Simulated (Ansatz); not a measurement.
**BAsH4 (SMILES B[AsH2]): functionals against CCSD(T) at one geometry**

The atoms stand at a structure displaced at random from a GFN2-xTB minimum. How far do the functionals agree with CCSD(T) there?

Method: single points in def2-TZVPP; program: Ansatz 0.2.0, Gaussian basis.

Cores are frozen in the correlated methods. Filled d shells of the heavier atoms are correlated.

### 1 Where the work starts

6 atoms, charge 0, spin multiplicity 1.

Atoms are counted from 1 here; the program's logs count them from 0.

Bond lengths: B1–As2 2.043 Å, B1–H3 1.224 Å, B1–H4 1.268 Å, As2–H5 1.564 Å, As2–H6 1.506 Å. Angles: As2–B1–H3 124.3°, As2–B1–H4 122.7°, H3–B1–H4 112.7°, B1–As2–H5 93.6°, B1–As2–H6 94.5°, H5–As2–H6 92.1°.

Geometry (Å):

```
B    -0.0411   -0.8856    0.1807
As    0.4971    1.0724    0.4093
H    -0.9576   -1.4237    0.7874
H     0.6299   -1.7030   -0.5186
H     0.7197    1.2926   -1.1229
H    -0.9143    1.5912    0.3362
```

### 2 CCSD(T)/def2-TZVPP

Input file run/in.yaml:

```yaml
crystal:
  periodic: [false, false, false]
  atoms:
    - {symbol: B, position_ang: [-0.041100, -0.885600, 0.180700]}
    - {symbol: As, position_ang: [0.497100, 1.072400, 0.409300]}
    - {symbol: H, position_ang: [-0.957600, -1.423700, 0.787400]}
    - {symbol: H, position_ang: [0.629900, -1.703000, -0.518600]}
    - {symbol: H, position_ang: [0.719700, 1.292600, -1.122900]}
    - {symbol: H, position_ang: [-0.914300, 1.591200, 0.336200]}
basis:
  gaussian: {orbitals: def2-TZVPP}
correlation: {method: ccsd_t}
output: {forces: true}
```

No record of the launch command was kept for these runs.

### 3 PBE0-D4/def2-TZVPP

run/in.yaml, as its differences from that of step 2:

```diff
@@ -11,3 +11,3 @@
   gaussian: {orbitals: def2-TZVPP}
-correlation: {method: ccsd_t}
-output: {forces: true}
+hamiltonian: {xc: pbe0, dispersion: d4}
+output: {forces: true, orbitals: {seedname: orbitals}}
```

### 4 wB97M-V/def2-TZVPP

run/in.yaml, as its differences from that of step 3:

```diff
@@ -11,3 +11,3 @@
   gaussian: {orbitals: def2-TZVPP}
-hamiltonian: {xc: pbe0, dispersion: d4}
-output: {forces: true, orbitals: {seedname: orbitals}}
+hamiltonian: {xc: {name: wB97M-V}}
+output: {forces: true}
```

### 5 r2SCAN-D4/def2-TZVPP

run/in.yaml, as its differences from that of step 4:

```diff
@@ -11,3 +11,3 @@
   gaussian: {orbitals: def2-TZVPP}
-hamiltonian: {xc: {name: wB97M-V}}
+hamiltonian: {xc: r2scan, dispersion: d4}
 output: {forces: true}
```

### 6 PBE-D4/def2-TZVPP

run/in.yaml, as its differences from that of step 5:

```diff
@@ -11,3 +11,3 @@
   gaussian: {orbitals: def2-TZVPP}
-hamiltonian: {xc: r2scan, dispersion: d4}
+hamiltonian: {xc: pbe, dispersion: d4}
 output: {forces: true}
```

### 7 HSE06-D4/def2-TZVPP

run/in.yaml, as its differences from that of step 6:

```diff
@@ -11,3 +11,3 @@
   gaussian: {orbitals: def2-TZVPP}
-hamiltonian: {xc: pbe, dispersion: d4}
+hamiltonian: {xc: hse06, dispersion: d4}
 output: {forces: true}
```

### 8 CAM-B3LYP-D4/def2-TZVPP

run/in.yaml, as its differences from that of step 7:

```diff
@@ -11,3 +11,3 @@
   gaussian: {orbitals: def2-TZVPP}
-hamiltonian: {xc: hse06, dispersion: d4}
+hamiltonian: {xc: {name: CAM-B3LYP}, dispersion: d4}
 output: {forces: true}
```

(Steps that only read results are left out.)

Before running it: what results should come out? Wanted: energy less free atoms, CCSD(T)/def2-TZVPP; RMS force component; RMS force error; HOMO and LUMO, PBE0-D4; T1 diagnostic.

The runs gave:

```
                                  quantity                                                                                                 value
energy less free atoms, CCSD(T)/def2-TZVPP                                                                                       -382.6 kcal/mol
                       RMS force component                                                                  0.525 to 0.650 eV/Å over the methods
                           RMS force error  PBE0-D4 0.064, wB97M-V 0.043, r2SCAN-D4 0.056, PBE-D4 0.172, HSE06-D4 0.064, CAM-B3LYP-D4 0.047 eV/Å
                    HOMO and LUMO, PBE0-D4                                                                                    -7.71 and -2.00 eV
                             T1 diagnostic                                                                                                 0.013
```

What this shows: Against CCSD(T) the functionals' energies less atoms differ by -14.2 to -8.0 kcal/mol, PBE-D4 by -12.7 kcal/mol. A larger basis would deepen the CCSD(T) value, while the functionals are nearly converged already, so the order here is not reliable. For forces wB97M-V does best and PBE-D4 worst. Frozen-core CCSD(T) forces in triple zeta carry basis errors of their own, and this is one geometry, so small gaps rank nothing.
